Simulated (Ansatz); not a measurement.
Run this with the Python package of Ansatz (0.2.0) and show what comes out.

`deck_h8nopsi2.py`
```python
'''Run H8NOPSi2 from an input written out key by key.'''

import ansatz
import numpy as np

DECK = '''
crystal:
  periodic: [false, false, false]
  atoms:
    - { symbol: 'N', position_ang: [-2.3198, 0.8208, 1.3329] }
    - { symbol: Si, position_ang: [-1.697, 0.2569, -0.1313] }
    - { symbol: O, position_ang: [-0.1155, -0.081, 0.1555] }
    - { symbol: Si, position_ang: [1.1355, -0.8392, -0.6076] }
    - { symbol: P, position_ang: [2.9456, -0.6403, 0.6456] }
    - { symbol: H, position_ang: [-1.7003, 1.5417, 1.6906] }
    - { symbol: H, position_ang: [-3.2166, 1.2675, 1.1687] }
    - { symbol: H, position_ang: [-2.4572, -0.937, -0.546] }
    - { symbol: H, position_ang: [-1.8241, 1.3622, -1.0995] }
    - { symbol: H, position_ang: [1.3968, -0.1857, -1.912] }
    - { symbol: H, position_ang: [0.8261, -2.2726, -0.8176] }
    - { symbol: H, position_ang: [3.8848, -1.0392, -0.3325] }
    - { symbol: H, position_ang: [3.1418, 0.746, 0.4531] }
basis:
  gaussian: { orbitals: def2-SVP }
hamiltonian:
  xc: r2scan
output:
  forces: true
'''

session = ansatz.Session.from_yaml(DECK)
data = session.plan(threads=1).execute().report

for key in ('converged', 'free_energy_ev', 'reference_energy_ev', 'n_frozen', 'n_occupied', 'n_virtual'):
    print(f'{key:22s} {data[key]}')
symbols = ['N', 'Si', 'O', 'Si', 'P', 'H', 'H', 'H', 'H', 'H', 'H', 'H', 'H']
field = data['mean_field']
print('<S^2> =', round(abs(field['state']['spin_squared']), 4), ' all-electron relativity setting:', field['relativity'])
print('passes:', field['passes'])
if 'symmetry' in field:
    print('occupied orbitals by irrep:', field['symmetry']['occupied'])

print('forces (eV/A)')
for symbol, f in zip(symbols, data['forces_ev_ang']):
    print(f'  {symbol:2s} {f[0]:9.4f} {f[1]:9.4f} {f[2]:9.4f}')
charges = data['charge_distribution']
dipole = np.array(charges['dipole_moment_e_ang']) * 4.803205
print('dipole (D): {:.3f} {:.3f} {:.3f}, length {:.3f}'.format(*dipole, np.linalg.norm(dipole)))
print('atom  Mulliken   Lowdin')
for symbol, m, l in zip(symbols, charges['mulliken_charges_e'], charges['lowdin_charges_e']):
    print(f'{symbol:4s} {m:9.3f} {l:8.3f}')
```

```console
$ python deck_h8nopsi2.py
converged              True
free_energy_ev         -28699.266940918522
reference_energy_ev    -28699.266940918522
n_frozen               0
n_occupied             [33, 33]
n_virtual              [89, 89]
<S^2> = 0.0  all-electron relativity setting: none
passes: {'evaluations': 16, 'products': 12}
occupied orbitals by irrep: [{'A': 33}, {'A': 33}]
forces (eV/A)
  N    -0.4119    0.2697    1.0299
  Si   -0.1903   -0.0424   -0.4198
  O     0.3839   -0.0945    0.0513
  Si    0.1733    0.1207   -0.5073
  P     0.3435   -0.3271    1.2055
  H     0.0547    0.1782    0.3408
  H    -0.3309    0.0751    0.2738
  H    -0.0648   -0.2651   -0.2878
  H     0.1861    0.0554   -0.7695
  H    -0.1583    0.0356   -0.3501
  H    -0.0054   -0.2235   -0.0182
  H     0.0661   -0.0691   -0.3519
  H    -0.0458    0.2869   -0.1969
dipole (D): -0.459 1.468 -1.249, length 1.981
atom  Mulliken   Lowdin
N       -0.362    0.021
Si       0.684    0.210
O       -0.591   -0.053
Si       0.597    0.187
P       -0.170    0.103
H        0.126    0.006
H        0.125    0.008
H       -0.124   -0.103
H       -0.143   -0.117
H       -0.099   -0.102
H       -0.087   -0.092
H        0.021   -0.033
H        0.024   -0.036
```

Notes:
- Total energies depend on the basis set; only differences at equal settings carry meaning.
- The geometry is a force-field or estimated start, not a minimum of this method, and the basis set is short of its limit.
- The Löwdin charges here are taken after orthogonalising the functions within each atom; they differ from plain Löwdin charges, and their signs can be unphysical.
- Timing: 9.9 s on 1 thread of Arm Neoverse V1, with other jobs on the host, peak memory 0.24 GiB.
